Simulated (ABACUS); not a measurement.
Crystal: NaTb2Sc2FeO9.

```xyz
15
Lattice="5.4260 0.0004 -0.0004 2.6344 4.7513 -0.0002 0.0036 0.0115 7.0380" Properties=species:S:1:pos:R:3 pbc="T T T"
Tb    5.6546    3.2090    2.3483
Tb    2.9016    1.9002    4.3715
Fe    0.1110    0.0929    3.5299
Sc    5.3705    3.0959    6.0162
Sc    2.6675    1.6240    1.0256
Na    2.6686    4.6802    0.0224
O     6.8410    3.6804    4.4266
O     1.3968    1.1333    2.7862
O     2.6032    3.5145    2.1769
O     4.1663    3.7915    4.2027
O     4.1905    1.1605    2.6229
O     5.3848    4.4884    0.4271
O     6.2315    2.0431    0.4273
O     3.4803    2.4663    6.4551
O     5.4121    1.2079    4.9041
```

The cell was built by a generator and needn't be a form met in nature.

Program: ABACUS 3.10.1. Alike in all runs: task single point; level PBE+U; potentials or basis PseudoDojo NC SR 0.4.1 PBE standard, lanthanides 3+ (f in core), DZP LCAO (the cutoffs set its grid); spin collinear, ferromagnetic start; cell as given; k mesh 3 × 3 × 2; cutoff (eV) 1361; smearing fermi-dirac 0.05 eV; the mesh is coarse, so values aren't converged.

Question: Order these runs on this cell by their band gap on the k mesh, lowest first.
A. U Fe d U = 4 eV, Sc d U = 4 eV
B. U Fe d U = 8 eV, Sc d U = 8 eV
C. U Fe d U = 6 eV, Sc d U = 6 eV
D. U Fe d U = 2 eV, Sc d U = 2 eV

Answer: B (0.30 eV), C (0.48 eV), A (0.79 eV), D (1.19 eV).

Caveats: all runs use coarse meshes; the atomic orbitals were generated for these runs and aren't a published set; the magnetic or orbital state may not be the lowest; spin-orbit coupling is left out, which moves the levels of the heavy elements; an odd mesh through Γ misses points on the zone boundary, where band edges often lie; the 4f electrons are frozen in the core as for a trivalent ion, so they carry no moment and show no levels; the basis of atomic orbitals isn't converged, which shifts pressures, moduli and gaps.
